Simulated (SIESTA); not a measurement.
Au in SIESTA: convergence with vacuum

Slab: Au, a slab with vacuum.

```
Au
1.0
     2.89277    0.00000    0.00000
    -1.44639    2.50522    0.00000
     0.00000    0.00000   15.44780
Au
5
Direct
  0.66667 0.33333 0.19420
  0.33333 0.66667 0.34710
  0.00000 0.00000 0.50000
  0.66667 0.33333 0.65290
  0.33333 0.66667 0.80579
```

The slab is cut from a database's or a generator's crystal, which needn't be the stable form of the element.

```yaml
Program: SIESTA 5.4.2
Task: single point
Functional: RPBE
Potentials_or_basis: PseudoDojo 0.4 standard (PBE files)
Basis: DZP (energy shift 0.003 Ry; two zetas on semicore shells)
Grid_cutoff: 800 Ry
Energy_shift: 0.003 Ry
k_mesh: 8 × 8 × 1
Occupations: fermi-dirac, width 0.05 eV
Spin: no spin polarisation
```

These are the settings of the first run; the series varies vacuum, with any setting tied to it.

Hardware: 1 thread of Arm Neoverse V2 (shared host).

The values tried are 6, 8, 10, 12, 15, 20, loosest first. From which on does the largest force stay within 0.005 eV/Å of the tightest run that finished?

From 8 on.

| vacuum | energy less the tightest run, at zero smearing (meV/atom) | largest force (eV/Å) | SCF cycles | CPU time (s) | peak memory (GiB) |
| --- | --- | --- | --- | --- | --- |
| 6 | -3.10 | 0.718 | 14 | 65 | 0.43 |
| 8 | 0.00 | 0.684 | 15 | 67 | 0.43 |
| 10 | 0.01 | 0.683 | 15 | 72 | 0.46 |
| 12 | 0.00 | 0.683 | 15 | 70 | 0.45 |
| 15 | 0.00 | 0.683 | 16 | 72 | 0.46 |
| 20 | 0.00 | 0.683 | 14 | 65 | 0.47 |

Against the tightest run, the energy stays within 1 meV/atom from 8 on. The tightest run that finished is the yardstick and may itself not be fully converged.

Caveat, for the tightest run too: the potentials were made for another functional, which shifts forces and pressure. The run has no spin-orbit coupling, so splittings on Au are missing.
